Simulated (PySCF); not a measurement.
# WNOH: singlet, from a bent start

Aim: relax WNOH as a singlet from a bent start, check by its vibrations whether the end is a minimum, and collect its spectrum and constants.

Computed with PySCF 2.14.0. Level: PBE0, basis W def2-TZVP with ECP60, N def2-TZVP, O def2-TZVP, H def2-TZVP, scalar-relativistic core potentials, no spin–orbit coupling, density fitting.

### Step 1. Starting geometry

4 atoms, charge 0, spin multiplicity 1.

Bond lengths: W1–N2 1.800 Å, W1–O3 2.000 Å, O3–H4 0.960 Å. Angles: N2–W1–O3 110.0°, W1–O3–H4 130.0°.

Coordinates in bohr (charge 0 multiplicity 1):
```
W     0.0000    0.0000    0.0000
N     2.7864    0.0000    1.9510
O    -3.0959    0.0000    2.1679
H    -4.0512    1.3897    2.8367
```

### Step 2. First SCF at the start

The steps below are one call of a driver around PySCF. For each, scf.py gives the equivalent set-up of the SCF; relaxations use the driver's own optimiser. After this first run the driver tries any further starts and a stability analysis.

scf.py

```python
from pyscf import gto, scf, dft
mol = gto.M(atom='''
W      0.000000     0.000000     0.000000
N      1.474500     0.000000     1.032400
O     -1.638300     0.000000     1.147200
H     -2.143800     0.735400     1.501100''',
    basis={'W': 'def2-TZVP', 'N': 'def2-TZVP', 'O': 'def2-TZVP', 'H': 'def2-TZVP'},
    ecp={'W': 'def2-TZVP'},
    charge=0, spin=0)
mf = dft.RKS(mol, xc='PBE0')
mf.grids.atom_grid = (50, 194)
aux = {'W': 'def2-universal-JKFIT', 'N': 'def2-universal-JKFIT', 'O': 'def2-universal-JKFIT', 'H': 'def2-universal-JKFIT'}
mf = mf.density_fit(auxbasis=aux)
mf.conv_tol = 1e-08
mf.diis_space = 10
mf.max_cycle = 60
mf.init_guess = 'minao'
mf.verbose = 4
mf.kernel()
```

Command:

```sh
$ OMP_NUM_THREADS=4 python axn.py task.json out
```

After this run come: Bent start, singlet: relaxation; Is it a minimum? Harmonic modes; The broken-symmetry singlet; Frequencies.

What does the calculation give? Wanted: minimum; geometry; wavenumbers; dipole moment; highest occupied, lowest empty level; polar-tensor charge of W1; zero-point energy; atomisation energy; ⟨S²⟩.

As calculated:

```
                                          quantity                                                              value
                                           minimum                                       broken-symmetry (Ms = 0), Cs
                                          geometry  O–H 0.961 Å, W–N 1.655 Å, W–O 1.861 Å; H–O–W 121.0°, N–W–O 106.0°
                                wavenumbers (cm⁻¹)                                     288, 498, 709, 771, 1167, 3887
                                     dipole moment                                                             2.33 D
highest occupied, lowest empty level (either spin)                                                    -6.15, -2.60 eV
                         polar-tensor charge of W1                                                            +1.04 e
                                 zero-point energy                                                        43.8 kJ/mol
                               entropy at 298.15 K                                                    286.1 J/(mol K)
         atomisation energy (no zero-point energy)                                                        1464 kJ/mol
                                              ⟨S²⟩                                                              0.726
```

What this shows: The bent start (C1) ends in a minimum of Cs symmetry. The determinant is spin-contaminated (⟨S²⟩ = 0.73 against 0.00), so it is no pure spin state. The strongest infrared band lies at 3887 cm⁻¹. Other starts or spin states, not run here, may lie lower. The SCF density has lower symmetry than the nuclear frame. Spin–orbit coupling, left out here, can matter for elements this heavy.
